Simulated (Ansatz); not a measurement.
# CH2ClNSSi: small, medium and large basis sets

One table from this session's results is given with a row withheld; the runs are named, their logs left out.

The runs use Ansatz 0.2.0, Gaussian basis; one geometry, several basis sets.

The runs, in order: PBE0-D4/def2-SVP; ωB97M-V/def2-SVP; PBE0-D4/def2-QZVPP; ωB97M-V/def2-QZVPP; the functionals' def2-TZVPP values are taken from earlier runs.

**Structure used throughout**

The geometry comes from an earlier relaxation with PBE0-D4 in a triple-zeta def2 set; it is a stationary point, not always the lowest conformer.

SMILES `N=C1S[SiH]1Cl`, 7 atoms, charge 0, spin multiplicity 1.

Atoms are counted from 1 here; the program's logs count them from 0.

Bond lengths: N1–C2 1.250 Å, N1–H6 1.020 Å, C2–S3 1.820 Å, C2–Si4 1.823 Å, S3–Si4 2.096 Å, Si4–Cl5 2.033 Å, Si4–H7 1.474 Å. Angles: C2–N1–H6 111.0°, N1–C2–S3 128.8°, N1–C2–Si4 160.9°, S3–C2–Si4 70.2°, C2–S3–Si4 55.0°, C2–Si4–S3 54.8°, C2–Si4–Cl5 121.1°, C2–Si4–H7 123.1°, S3–Si4–Cl5 120.3°, S3–Si4–H7 119.8°, Cl5–Si4–H7 108.8°.

The first run:

Input file in.yaml:

```yaml
crystal:
  periodic: [false, false, false]
  atoms:
    - {symbol: N, position_ang: [-0.810244, -0.247995, 1.794315]}
    - {symbol: C, position_ang: [-0.096100, -0.206164, 0.769431]}
    - {symbol: S, position_ang: [1.691672, -0.507435, 0.611162]}
    - {symbol: Si, position_ang: [0.415295, 0.016699, -0.966586]}
    - {symbol: Cl, position_ang: [0.522475, 1.867083, -1.801386]}
    - {symbol: H, position_ang: [-1.780179, -0.025085, 1.572934]}
    - {symbol: H, position_ang: [0.118381, -0.965202, -2.025571]}
basis:
  gaussian: {orbitals: def2-SVP}
hamiltonian: {xc: pbe0, dispersion: d4}
output: {orbitals: {seedname: orbitals}}
```

Command:

```bash
$ ansatz run in.yaml --threads 2 --pin off --events-out ev --progress --plain --max-ram 4352MiB
```

Among the steps run: PBE0-D4 in def2-SVP; ωB97M-V in def2-SVP; PBE0-D4 in def2-QZVPP; ωB97M-V in def2-QZVPP.

One of the session's tables, all rows but one given; the rest of the session is left out.

It belongs to the step «Density functionals: the series». 

| functional | basis | HOMO (eV) |
| --- | --- | --- |
| PBE0-D4 | def2-SVP | -7.15 |
| PBE0-D4 | def2-TZVPP | -7.26 |
| PBE0-D4 | def2-QZVPP | -7.29 |
| ωB97M-V | def2-SVP | -9.22 |
| ωB97M-V | def2-TZVPP | -9.37 |
| ωB97M-V | def2-QZVPP | ? |

Estimate the missing values for ωB97M-V, def2-QZVPP.

As computed: HOMO (eV): -9.41. In the column «HOMO (eV)» it is the lowest.
